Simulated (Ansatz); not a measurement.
# C6H18MoN4: the cost of one run

Computed with Ansatz 0.2.0, Gaussian basis. Level: one geometry, several basis sets.

Levels to be run: PBE0-D4/def2-SVP; ωB97M-V/def2-SVP; PBE0-D4/def2-QZVPP; ωB97M-V/def2-QZVPP; the functionals' def2-TZVPP values are taken from earlier runs.

**1. Structure used throughout**

The geometry comes from an earlier relaxation with PBE0-D4 in a triple-zeta def2 set; it is a stationary point, not always the lowest conformer. Mo takes the def2 core potential; no spin-orbit term is included.

SMILES `C[N]=[Mo](=[N]C)([N](C)C)[N](C)C`, 29 atoms, charge 0, spin multiplicity 1.

Atoms are counted from 1 here; the program's logs count them from 0.

Bond lengths: C1–N2 1.419 Å, C1–H12 1.097 Å, C1–H13 1.096 Å, C1–H14 1.097 Å, N2–Mo3 1.741 Å, Mo3–N4 1.741 Å, Mo3–N6 1.968 Å, Mo3–N9 1.968 Å, N4–C5 1.419 Å, C5–H15 1.096 Å, C5–H16 1.097 Å, C5–H17 1.097 Å, N6–C7 1.444 Å, N6–C8 1.444 Å, C7–H18 1.100 Å, C7–H19 1.100 Å, C7–H20 1.090 Å, C8–H21 1.100 Å and more. Angles: N2–C1–H12 110.6°, N2–C1–H13 112.1°, N2–C1–H14 110.5°, H12–C1–H13 108.0°, H12–C1–H14 107.5°, H13–C1–H14 108.0°, C1–N2–Mo3 161.5°, N2–Mo3–N4 114.5°, N2–Mo3–N6 107.5°, N2–Mo3–N9 107.4°, N4–Mo3–N6 107.4°, N4–Mo3–N9 107.5°, N6–Mo3–N9 112.6°, Mo3–N4–C5 161.5°, N4–C5–H15 112.1°, N4–C5–H16 110.6°, N4–C5–H17 110.5°, H15–C5–H16 108.0° and more.

**2. PBE0-D4 in def2-SVP**

in.yaml

```yaml
crystal:
  periodic: [false, false, false]
  atoms:
    - {symbol: C, position_ang: [-0.837845, -0.348757, -3.184880]}
    - {symbol: N, position_ang: [-0.361237, -0.104048, -1.870902]}
    - {symbol: Mo, position_ang: [-0.202799, -0.143687, -0.137423]}
    - {symbol: N, position_ang: [-1.380356, -1.137414, 0.673455]}
    - {symbol: C, position_ang: [-2.473105, -2.012752, 0.904086]}
    - {symbol: N, position_ang: [-0.432408, 1.696579, 0.519676]}
    - {symbol: C, position_ang: [-0.108864, 2.876950, -0.247351]}
    - {symbol: C, position_ang: [-0.955119, 2.035331, 1.822807]}
    - {symbol: N, position_ang: [1.575112, -0.878979, 0.274397]}
    - {symbol: C, position_ang: [2.720979, -0.773030, -0.598473]}
    - {symbol: C, position_ang: [1.892562, -1.601419, 1.484198]}
    - {symbol: H, position_ang: [-1.134632, 0.589919, -3.667915]}
    - {symbol: H, position_ang: [-1.703296, -1.020887, -3.190477]}
    - {symbol: H, position_ang: [-0.052333, -0.802880, -3.800721]}
    - {symbol: H, position_ang: [-2.970352, -2.305007, -0.027609]}
    - {symbol: H, position_ang: [-2.135270, -2.925793, 1.408709]}
    - {symbol: H, position_ang: [-3.218925, -1.535043, 1.550596]}
    - {symbol: H, position_ang: [-0.987173, 3.531861, -0.350986]}
    - {symbol: H, position_ang: [0.682493, 3.465267, 0.239881]}
    - {symbol: H, position_ang: [0.235619, 2.607542, -1.245776]}
    - {symbol: H, position_ang: [-0.210213, 2.577973, 2.423174]}
    - {symbol: H, position_ang: [-1.242207, 1.137489, 2.370003]}
    - {symbol: H, position_ang: [-1.840144, 2.683540, 1.735316]}
    - {symbol: H, position_ang: [2.453989, -0.271191, -1.528438]}
    - {symbol: H, position_ang: [3.533362, -0.203431, -0.123730]}
    - {symbol: H, position_ang: [3.120253, -1.768212, -0.846034]}
    - {symbol: H, position_ang: [2.285622, -2.602929, 1.252792]}
    - {symbol: H, position_ang: [1.007094, -1.718338, 2.109007]}
    - {symbol: H, position_ang: [2.659294, -1.076852, 2.073022]}
basis:
  gaussian: {orbitals: def2-SVP}
hamiltonian: {xc: pbe0, dispersion: d4}
output: {orbitals: {seedname: orbitals}}
```

Run with:

```
$ ansatz run in.yaml --threads 11 --pin off --events-out ev --progress --plain --max-ram 174080MiB --backend cpu
```

Q: Estimate wall time and peak memory on 11 threads of AMD EPYC 7R13, shared host.

About 3.9 s, with a peak of 1.6 GiB.
